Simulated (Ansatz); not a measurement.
# Br2F: the cost of one run

The runs use Ansatz 0.2.0, Gaussian basis; PBE0-D4 structure, single points in def2-TZVPPD.

Levels: PBE-D4, revPBE-D4, BLYP-D4, r2SCAN-D4, B97M-V, PBE0-D4, B3LYP-D4, HSE06-D4, wB97X-V, wB97M-V, B2PLYP, Hartree-Fock, MP2, CCSD, CCSD(T). The reference is CCSD(T) extrapolated to the basis limit. For elements past Ar these valence bases correlate outer-core shells poorly and lack relativity, so that limit is rough.

Correlated methods freeze the cores. Filled d shells of the heavier atoms are correlated. B3LYP uses VWN-RPA correlation. B2PLYP carries no dispersion term here.

163 further runs of the same task are left out: 163 set aside as unsound or not needed. Runs told in other sessions of the task aren't counted.

## Step 1: Where the work starts

The pair, from a GFN2-xTB docking trial: 3 atoms, charge -1, spin multiplicity 1.

Atoms are counted from 1 here; the program's logs count them from 0.

Bond lengths: Br2–Br3 2.512 Å.

Coordinates:

| atom | x (Å) | y (Å) | z (Å) |
| --- | --- | --- | --- |
| F1 | 0.0007 | 0.0098 | -2.2070 |
| Br2 | 0.0002 | 0.0026 | -0.1526 |
| Br3 | -0.0009 | -0.0125 | 2.3595 |

Atoms 1 to 1 are fragment A (F−), the rest fragment B (Br2).

## Step 2: A first relaxation in a small basis

Contents of pre/in.yaml:

```yaml
crystal:
  periodic: [false, false, false]
  atoms:
    - {symbol: F, position_ang: [0.000700, 0.009800, -2.207000]}
    - {symbol: Br, position_ang: [0.000200, 0.002600, -0.152600]}
    - {symbol: Br, position_ang: [-0.000900, -0.012500, 2.359500]}
basis:
  gaussian: {orbitals: def2-SVPD}
total_charge: -1
hamiltonian: {xc: pbe, dispersion: d4}
relax: {f_tol: 0.03, max_steps: 250}
```

Run with:

```bash
ansatz run in.yaml --threads 4 --pin off --events-out ev --progress --plain --max-ram 9574MiB
```

**Question.** How long does this run take on 4 threads of Intel Xeon 6975P-C, shared host?

About 1.9 s.
